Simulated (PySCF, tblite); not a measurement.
# C₇H₉BSi: geometry, infrared bands and NMR shifts

Aim: predict the infrared bands and NMR shifts of C₇H₉BSi (`B/C=C\[SiH2]C#CCC#C`).

The runs use tblite 0.8.0 and PySCF 2.14.0, with density-fitted response routines of our own; the level of theory stands in each step. All values are computed, except where a source is named. Atoms count from 0, in the outputs and in this text.

**1. The molecule as given**

18 atoms, charge 0, multiplicity 1; geometry from: force field or distance geometry start.

Bonds of the start (Å): B0–C1 1.56, C1–C2 1.30, C2–Si3 1.87, Si3–C4 1.84, C4–C5 1.21, C5–C6 1.46, C6–C7 1.47, C7–C8 1.21, B0–H9 1.20, B0–H10 1.18, C1–H11 1.09, C2–H12 1.09, Si3–H13 1.47, Si3–H14 1.46, C6–H15 1.13, C6–H16 1.10, C8–H17 1.06.

**2. Geometry optimisation with GFN2-xTB**

What the job is given:

```
{"job": {"kind": "relax", "xc": "GFN2-xTB", "basis": "xTB"}, "charge": 0, "multiplicity": 1}
B      4.040900     0.487300     0.107200
C      3.372700    -0.893600    -0.187000
C      2.100100    -0.968900    -0.461200
Si     0.999300     0.535100    -0.557400
C     -0.766700     0.024000    -0.585600
C     -1.926500    -0.318100    -0.609200
C     -3.324100    -0.750500    -0.609400
C     -4.113100     0.335400    -0.017400
C     -4.785800     1.221200     0.448400
H      3.615900     1.480400    -0.413800
H      5.198600     0.482700     0.326300
H      3.927400    -1.834100    -0.150800
H      1.596600    -1.917800    -0.659100
H      1.349600     1.329800    -1.738700
H      1.136400     1.420600     0.595700
H     -3.417700    -1.669700     0.035700
H     -3.617700    -0.950600    -1.654600
H     -5.394600     1.993100     0.854400
```

The run is started by

```console
$ OMP_NUM_THREADS=1 python probes_run.py task.json out
```

This one command runs all jobs of the session in turn.

**Question.** This job is followed by: GFN2-xTB harmonic vibrations, gas phase; GIAO PBE0/pcSseg-1 NMR shielding, non-relativistic, gas phase. Predict these results of the whole session: strongest single infrared mode (GFN2-xTB); zero-point energy (GFN2-xTB); 13C shifts against TMS (PBE0/pcSseg-1); 1H shifts against TMS (PBE0/pcSseg-1, means over atoms taken as alike); 11B shifts against BF3·OEt2 (PBE0/pcSseg-1); 29Si shifts against TMS (PBE0/pcSseg-1).

The runs gave:

| quantity | value |
| --- | --- |
| strongest single infrared mode (GFN2-xTB) | 2203 cm⁻¹, 401 km/mol |
| zero-point energy (GFN2-xTB) | 77.2 kcal/mol |
| 13C shifts against TMS (PBE0/pcSseg-1) | 181.2, 164.3, 110.7, 85.6, 81.9, 76.7, 13.0 ppm |
| 1H shifts against TMS (PBE0/pcSseg-1, means over atoms taken as alike) | 8.22, 8.20, 7.06, 5.02, 3.39, 1.54 ppm |
| 11B shifts against BF3·OEt2 (PBE0/pcSseg-1) | 71.2 ppm |
| 29Si shifts against TMS (PBE0/pcSseg-1) | -80.6 ppm |

Over 78 steps the energy fell by 0.362 eV; of the close pairs, C1–C2 changed most, 1.304 to 1.343 Å. No mode is imaginary among the 48: a minimum at this level. The strongest single mode, at 2203 cm⁻¹, moves mainly H13. Unscaled tight-binding wavenumbers are off by several per cent, some by more. Its intensities can rank the bands wrongly.
